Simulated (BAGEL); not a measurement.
# C3H7N (SMILES C/C=N\C): HF/6-31G(d) (density fitting with qzvpp-jkfit, spherical functions)

Aim: the electronic atomisation energy of C3H7N at HF/6-31G* (density fitting with qzvpp-jkfit, spherical functions), from 4 runs. 

Program for the calculation: BAGEL 1.2.2.

22 further runs of the same task are left out: 22 set aside as unsound or not needed.

### 1 Starting point

C3H7N has 11 atoms, charge 0, and is taken as a singlet. SMILES: `C/C=N\C`. The shape is that of a GFN2-xTB optimisation.

Bond lengths: C1–C2 1.499 Å, C2–N3 1.257 Å, N3–C4 1.437 Å, C1–H5 1.091 Å, C1–H6 1.085 Å, C1–H7 1.091 Å, C2–H8 1.085 Å, C4–H9 1.094 Å, C4–H10 1.089 Å, C4–H11 1.094 Å. Some angles: C1–C2–N3 127.3°, C2–N3–C4 120.7°, C1–C2–H8 117.1°, N3–C2–H8 115.6°, C2–C1–H5 109.8°, C2–C1–H6 111.5°, C2–C1–H7 109.8°, N3–C4–H9 111.6°, N3–C4–H10 107.9°, N3–C4–H11 111.5°.

### 2 A single-point energy at HF/6-31G(d) (density fitting with qzvpp-jkfit, spherical functions)

input.json reads:

```json
{ "bagel" : [

{
  "title" : "molecule",
  "basis" : "6-31gs.json",
  "df_basis" : "qzvpp-jkfit",
  "angstrom" : true,
  "geometry" : [
    { "atom" : "C", "xyz" : [      -0.991580,       0.964180,      -0.119950 ] },
    { "atom" : "C", "xyz" : [      -0.901300,      -0.453860,       0.358010 ] },
    { "atom" : "N", "xyz" : [       0.121020,      -1.183730,       0.389340 ] },
    { "atom" : "C", "xyz" : [       1.390580,      -0.687510,      -0.065050 ] },
    { "atom" : "H", "xyz" : [      -0.671550,       1.024080,      -1.161020 ] },
    { "atom" : "H", "xyz" : [      -2.002990,       1.348420,      -0.033900 ] },
    { "atom" : "H", "xyz" : [      -0.317640,       1.593630,       0.462650 ] },
    { "atom" : "H", "xyz" : [      -1.815510,      -0.911750,       0.720390 ] },
    { "atom" : "H", "xyz" : [       1.709550,       0.188240,       0.508160 ] },
    { "atom" : "H", "xyz" : [       2.124600,      -1.482240,       0.061420 ] },
    { "atom" : "H", "xyz" : [       1.354810,      -0.399470,      -1.120050 ] }
  ]
},

{
  "title" : "hf"
},

{
  "title" : "print",
  "file" : "orbitals.molden",
  "orbitals" : true
}

]}
```

The basis set 6-31G* is read from a file made from the Basis Set Exchange's data (not shown).

Command:

```bash
$ BAGEL_NUM_THREADS=1 BAGEL input.json > input.out
```

Standard output:

```text
* using 1 threads per process

  ===============================================================
  ===============================================================

  *** Geometry ***

  { "atom" : "C", "xyz" : [     -1.873815,      1.822036,     -0.226673 ] },
  { "atom" : "C", "xyz" : [     -1.703210,     -0.857671,      0.676541 ] },
  { "atom" : "N", "xyz" : [      0.228695,     -2.236926,      0.735746 ] },
[... 7 lines of this table left out ...]
  { "atom" : "H", "xyz" : [      2.560220,     -0.754889,     -2.116588 ] },

  Number of auxiliary basis functions:      428

  Since a DF basis is specified, we compute 2- and 3-index integrals:
    o Being stored without compression. Storage requirement is 0.017 GB

  Number of basis functions:       70
  Number of electrons      :       32

    * METHOD: MOLECULE                             0.19

  *** RHF ***

  === Nuclear Repulsion ===
   121.2973991138

      * DIIS with orbital gradients will be used.

  === RHF iteration (6-31gs.json) ===
      0       -171.92939929          0.02033680           0.04
      1       -172.05008749          0.01186944           0.04
      2       -172.09379013          0.00264955           0.04
[... 10 lines of this table left out ...]
     13       -172.09705196          0.00000001           0.04
    * SCF iteration converged.

    * Permanent dipole moment:
           (    0.116459,    -0.819596,     0.262710) a.u.

    * METHOD: HF                                   0.65

    * METHOD: PRINT                                0.01

  ===============================================================
```

It took 1.2 s on 1 thread of Intel Xeon 6975P-C (Granite Rapids), shared host.

### 3 The C atom at the same level

calc.json reads:

```json
{ "bagel" : [

{
  "title" : "molecule",
  "basis" : "6-31gs.json",
  "df_basis" : "qzvpp-jkfit",
  "angstrom" : "true",
  "geometry" : [
    { "atom" : "C", "xyz" : [       0.000000,       0.000000,       0.000000 ] }
  ]
},

{
  "title" : "uhf",
  "nopen" : 2
},

{
  "title" : "print",
  "file" : "orbitals.molden",
  "orbitals" : "true"
}

]}
```

The basis set 6-31G* is read from a file made from the Basis Set Exchange's data (not shown).

Run the same way, it converges to -37.68057 Eh (log not shown).

### 4 The H atom

calc.json reads:

```json
{ "bagel": [

{
  "title": "molecule",
  "basis": "6-31gs.json",
  "df_basis": "qzvpp-jkfit",
  "angstrom": true,
  "geometry": [
    { "atom": "H", "xyz": [       0.000000,       0.000000,       0.000000 ] }
  ]
},

{ "title": "uhf", "charge": 0, "nopen": 1 },

{ "title": "print", "file": "orbitals.molden", "orbitals": true }

]}
```

The basis set 6-31G* is read from a file made from the Basis Set Exchange's data (not shown).

Command:

```bash
$ BAGEL_NUM_THREADS=1 BAGEL calc.json > calc.out
```

Standard output:

```text
* using 1 threads per process

  ===============================================================
  ===============================================================

  *** Geometry ***

  { "atom" : "H", "xyz" : [      0.000000,      0.000000,      0.000000 ] },

  Number of auxiliary basis functions:       18

  Since a DF basis is specified, we compute 2- and 3-index integrals:
    o Being stored without compression. Storage requirement is 0.000 GB

  Number of basis functions:        2
  Number of electrons      :        1

    * METHOD: MOLECULE                             0.01

  *** Open-shell HF ***

  === Nuclear Repulsion ===
     0.0000000000

      * DIIS with orbital gradients will be used.

  === UHF iteration (6-31gs.json) ===
      0         -0.49072816          0.08996690           0.00
      1         -0.49744587          0.02923745           0.00
      2         -0.49815036          0.00947238           0.00
      3         -0.49823291          0.00000000           0.00
    * SCF iteration converged.

    * S^2 (UHF) is 0.7500

    * Permanent dipole moment:
           (    0.000000,     0.000000,     0.000000) a.u.

    * METHOD: UHF                                  0.01

    * METHOD: PRINT                                0.00

  ===============================================================
```

Run time: 0.4 s. Hardware: 1 thread of Intel Xeon 6975P-C (Granite Rapids), shared host.

### 5 The N atom

job.json reads:

```json
{ "bagel" : [

{
  "title" : "molecule",
  "basis" : "6-31gs.json",
  "df_basis" : "qzvpp-jkfit",
  "angstrom" : true,
  "geometry" : [
    { "atom" : "N", "xyz" : [    0.000000,    0.000000,    0.000000 ] }
  ]
},
{
  "title" : "uhf",
  "nopen" : 3
},
{
  "title" : "print",
  "file" : "orbitals.molden",
  "orbitals" : true
}

]}
```

The basis set 6-31G* is read from a file made from the Basis Set Exchange's data (not shown).

Command:

```bash
$ BAGEL_NUM_THREADS=1 BAGEL job.json > job.out
```

Standard output:

```text
* using 1 threads per process

  ===============================================================
  ===============================================================

  *** Geometry ***

  { "atom" : "N", "xyz" : [      0.000000,      0.000000,      0.000000 ] },

  Number of auxiliary basis functions:       77

  Since a DF basis is specified, we compute 2- and 3-index integrals:
    o Being stored without compression. Storage requirement is 0.000 GB

  Number of basis functions:       14
  Number of electrons      :        7

    * METHOD: MOLECULE                             0.01

  *** Open-shell HF ***

  === Nuclear Repulsion ===
     0.0000000000

      * DIIS with orbital gradients will be used.

  === UHF iteration (6-31gs.json) ===
      0        -54.36942244          0.02035056           0.00
      1        -54.38283803          0.00678528           0.00
      2        -54.38465455          0.00243562           0.00
      3        -54.38499345          0.00010923           0.00
      4        -54.38499676          0.00002621           0.00
      5        -54.38499699          0.00000196           0.00
      6        -54.38499699          0.00000013           0.00
      7        -54.38499699          0.00000000           0.00
    * SCF iteration converged.

    * S^2 (UHF) is 3.7546

    * Permanent dipole moment:
           (   -0.000000,     0.000000,    -0.000000) a.u.

    * METHOD: UHF                                  0.02

    * METHOD: PRINT                                0.00

  ===============================================================
```

It took 0.45 s on 1 thread of Intel Xeon 6975P-C (Granite Rapids), shared host.

### 6 Summary of results

At HF/6-31G* (density fitting with qzvpp-jkfit, spherical functions):

| quantity | value |
| --- | --- |
| molecule: total energy | -172.09705 Eh |
| molecule: dipole moment | 2.21 D |
| molecule: HOMO energy | -10.40 eV |
| molecule: LUMO energy | 4.66 eV |
| molecule: HOMO–LUMO gap | 15.06 eV |
| C atom: total energy | -37.68057 Eh |
| C atom: dipole moment | 0.00 D |
| C atom: ⟨S²⟩ | 2.005 |
| H atom: total energy | -0.49823 Eh |
| H atom: dipole moment | 0.00 D |
| H atom: ⟨S²⟩ | 0.750 |
| N atom: total energy | -54.38500 Eh |
| N atom: dipole moment | 0.00 D |
| N atom: ⟨S²⟩ | 3.755 |
| electronic atomisation energy | 32.183 eV |

In words: Taking the molecule apart into free atoms costs 32.18 eV (742 kcal/mol), before zero-point energy and without spin-orbit coupling. Hartree–Fock lacks the correlation of the bonding pairs, which as a rule makes this value much too low; in minimal bases other errors can mask that.
